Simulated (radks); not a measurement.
**Ar⁺ in [Ne] 3s1 3p5 4s1: an all-electron calculation**

The task here is to estimate one member of a computed series from the others.

Program: radks (a radial shooting solver on a logarithmic mesh, Libxc functionals) version 1. Level of theory: scalar-relativistic Kohn-Sham, PBE, spin-polarised, spherical densities, point nucleus; open shells are filled with parallel spins first. These are calculated values, not measurements, unless marked.

## The system

- element: argon (Z = 18)
- charge: +1
- electrons: 17
- configuration: [Ne] 3s1 3p5 4s1

The outer shells:

Ar⁺
```
[Ne] core
3s [↑ ]
3p [↑↓][↑↓][↑ ]
4s [↑ ]
```

Set-up of the first run:

The run's settings:

```text
Z 18
configuration [Ne] 3s1 3p5 4s1 3d0 4p0 5s0 4f0
relativity scalar-relativistic
functional pbe,pbe
spin polarised
nucleus point
c 137.035999084
```

Started as:

```
python run_ks.py task.json out
```

The same process makes all the runs of this session.

One table of the session follows, with a row left open; its other results are not shown here.

It belongs to the step «Radial structure». Radial moments (bohr):

| level | <r> | outermost maximum (interpolated) | 90 % within | nodes |
| --- | --- | --- | --- | --- |
| 1s up | 0.08573 | 0.0561 | 0.153 | 0 |
| 1s down | ? | ? | ? | ? |
| 2s up | 0.4138 | 0.338 | 0.646 | 1 |
| 2s down | 0.4136 | 0.339 | 0.646 | 1 |
| 2p up | 0.3763 | 0.281 | 0.623 | 0 |
| 2p down | 0.3761 | 0.281 | 0.623 | 0 |
| 3s up | 1.325 | 1.15 | 1.98 | 2 |
| 3s down | 1.337 | 1.15 | 2.00 | 2 |
| 3p up | 1.464 | 1.22 | 2.24 | 1 |
| 3p down | 1.489 | 1.24 | 2.30 | 1 |
| 3d up | 2.134 | 1.48 | 3.62 | 0 |
| 4s up | 3.852 | 3.43 | 5.62 | 3 |
| 3d down | 2.268 | 1.56 | 3.84 | 0 |
| 4p up | 4.634 | 4.06 | 6.81 | 2 |

Estimate the missing values for 1s down.

As computed: <r>: 0.08572; outermost maximum (interpolated): 0.0561; 90 % within: 0.153; nodes: 0. In the column «<r>» it is the lowest.
